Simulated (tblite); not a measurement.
# C5H10B2F2Si: the cost of one run

Programs: tblite 0.8.0 and PySCF 2.14.0, with density-fitted response routines of our own. Each step states its level of theory. These are calculated values for one molecule in the gas phase, unless marked as measured. Atoms are numbered from 0 throughout.

### Step 1. Starting geometry

20 atoms, charge 0, multiplicity 1; geometry from: force field or distance geometry start.

Bonds of the start (Å): F0–B1 1.46, B1–B2 1.64, B2–F3 1.46, B2–C4 1.59, C4–Si5 1.86, Si5–C6 1.88, C6–C7 1.46, C7–C8 1.29, C8–C9 1.45, C9–Si5 1.87, B1–H10 1.19, C4–H11 1.10, C4–H12 1.11, Si5–H13 1.45, C6–H14 1.11, C6–H15 1.09, C7–H16 1.13, C8–H17 1.13, C9–H18 1.11, C9–H19 1.12.

### Step 2. Optimising the geometry with GFN2-xTB

What the job is given:

```
{"job": {"kind": "relax", "xc": "GFN2-xTB", "basis": "xTB"}, "charge": 0, "multiplicity": 1}
F      3.411100    -0.861900     1.542800
B      3.227600    -1.213200     0.134800
B      1.884200    -0.714400    -0.664500
F      1.632400    -1.331400    -1.966200
C      1.424800     0.782900    -0.386800
Si    -0.177200     0.678800     0.543200
C     -1.629400     1.381500    -0.430300
C     -2.686700     0.492400     0.039400
C     -2.354400    -0.675100     0.462200
C     -0.946400    -1.024800     0.460400
H      4.233200    -1.248900    -0.503600
H      1.336700     1.291800    -1.352900
H      2.143500     1.289100     0.291600
H     -0.098900     1.180400     1.902100
H     -1.800900     2.459000    -0.217900
H     -1.506900     1.225600    -1.506600
H     -3.766200     0.833600     0.012000
H     -3.125000    -1.419700     0.833500
H     -0.631100    -1.659000     1.313400
H     -0.575600    -1.456100    -0.509800
```

Launch:

```
$ OMP_NUM_THREADS=1 python probes_run.py task.json out
```

One launch serves the whole session: the jobs run in the order shown.

Q: Estimate the wall time and peak memory of this first job on 1 thread of Arm Neoverse V1, shared host.

About 1.8 s, with a peak of 0.18 GiB.
